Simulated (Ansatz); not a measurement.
# SnF₂ (SMILES [F][Sn][F]): one structure at several levels

One table from this session's results is given with a row withheld; the runs are named, their logs left out.

Computed with Ansatz 0.2.0, Gaussian basis. Level: single points in def2-TZVPP.

Cores are frozen in the correlated methods. Filled d shells of the heavier atoms are correlated. Core potentials replace the inner electrons past krypton, and spin-orbit coupling is left out.

### The system as given

SMILES `[F][Sn][F]`, 3 atoms, charge 0, spin multiplicity 1.

Atoms are counted from 1 here; the program's logs count them from 0.

Bond lengths: F1–Sn2 2.087 Å, Sn2–F3 2.139 Å. Angles: F1–Sn2–F3 92.6°.

Coordinates:

```xyz
3
charge 0, multiplicity 1
F    -1.3118    0.3587   -0.8657
Sn    0.3256    0.8531    0.3298
F     0.9974   -1.1759    0.4204
```

The first run:

Input file run/in.yaml:

```yaml
crystal:
  periodic: [false, false, false]
  atoms:
    - {symbol: F, position_ang: [-1.311800, 0.358700, -0.865700]}
    - {symbol: Sn, position_ang: [0.325600, 0.853100, 0.329800]}
    - {symbol: F, position_ang: [0.997400, -1.175900, 0.420400]}
basis:
  gaussian: {orbitals: def2-TZVPP}
correlation: {method: ccsd_t}
output: {forces: true}
```

No record of the launch command was kept for these runs.

Among the steps run: CCSD(T)/def2-TZVPP; PBE0-D4/def2-TZVPP; wB97M-V/def2-TZVPP; r2SCAN-D4/def2-TZVPP; PBE-D4/def2-TZVPP; r2SCANh-D4/def2-TZVPP; BLYP-D4/def2-TZVPP.

One table of the session follows, with a row left open; its other results are not shown here.

| method | RMS force component (eV/Å) | angle to CCSD(T) forces (°) | dipole (D) |
| --- | --- | --- | --- |
| CCSD(T) | 1.893 | reference | 5.39 |
| PBE0-D4 | 1.782 | 0.3 | 5.36 |
| wB97M-V | 1.827 | 0.3 | 5.41 |
| r2SCAN-D4 | 1.742 | 0.5 | 5.10 |
| PBE-D4 | 1.441 | 1.9 | 4.95 |
| r2SCANh-D4 | ? | ? | ? |
| BLYP-D4 | 1.299 | 3.0 | 5.03 |

**Question.** Estimate the row for r2SCANh-D4.

As computed: RMS force component (eV/Å): 1.833; angle to CCSD(T) forces (°): 0.4; dipole (D): 5.25. In the column «RMS force component (eV/Å)» it lies between wB97M-V (1.827) and CCSD(T) (1.893).
